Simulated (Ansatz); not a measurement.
# H₂Se₂O (SMILES [SeH]O[SeH]): functionals against CCSD(T) at one geometry

An exercise on one series of results from a longer session: the logs are not shown, and one member is left open.

Computed with Ansatz 0.2.0, Gaussian basis. Level: single points in def2-TZVPP.

Cores are frozen in the correlated methods. Filled d shells of the heavier atoms are correlated. B3LYP uses VWN-RPA correlation.

**The system as given**

SMILES `[SeH]O[SeH]`, 5 atoms, charge 0, spin multiplicity 1.

Atoms are counted from 1 here; the program's logs count them from 0.

Bond lengths: Se1–O2 1.895 Å, Se1–H4 1.498 Å, O2–Se3 1.793 Å, Se3–H5 1.385 Å. Angles: O2–Se1–H4 95.0°, Se1–O2–Se3 123.5°, O2–Se3–H5 100.5°.

Coordinates:

```xyz
5
charge 0, multiplicity 1
Se   -1.3013   -0.1506   -1.0361
O    -0.3217    0.4002    0.4899
Se    1.4075    0.0057    0.7495
H    -1.9129   -1.3482   -0.3750
H     2.0048    1.1646    0.2807
```

Set-up of the first run:

Contents of run/in.yaml:

```yaml
crystal:
  periodic: [false, false, false]
  atoms:
    - {symbol: Se, position_ang: [-1.301300, -0.150600, -1.036100]}
    - {symbol: O, position_ang: [-0.321700, 0.400200, 0.489900]}
    - {symbol: Se, position_ang: [1.407500, 0.005700, 0.749500]}
    - {symbol: H, position_ang: [-1.912900, -1.348200, -0.375000]}
    - {symbol: H, position_ang: [2.004800, 1.164600, 0.280700]}
basis:
  gaussian: {orbitals: def2-TZVPP}
correlation: {method: ccsd_t}
output: {forces: true}
```

The command line of these runs was not kept.

Steps of the session up to this table: CCSD(T)/def2-TZVPP; PBE0-D4/def2-TZVPP; wB97M-V/def2-TZVPP; r2SCAN-D4/def2-TZVPP; PBE-D4/def2-TZVPP; r2SCANh-D4/def2-TZVPP; B3LYP-D4/def2-TZVPP.

One of the session's tables, all rows but one given; the rest of the session is left out.

```
    method  RMS force component (eV/Å)  angle to CCSD(T) forces (°)  dipole (D)
   CCSD(T)                       1.015                    reference        1.03
   PBE0-D4                       1.063                          7.5        1.02
   wB97M-V                       1.062                          6.2        1.12
 r2SCAN-D4                       1.017                          8.0        0.93
    PBE-D4                       1.101                         17.0        0.92
r2SCANh-D4                           ?                            ?           ?
  B3LYP-D4                       1.041                          7.9        1.05
```

Q: Estimate the row for r2SCANh-D4 from the others.

**Answer.** RMS force component (eV/Å): 1.019; angle to CCSD(T) forces (°): 6.0; dipole (D): 0.97. In the column «RMS force component (eV/Å)» it lies between r2SCAN-D4 (1.017) and B3LYP-D4 (1.041).
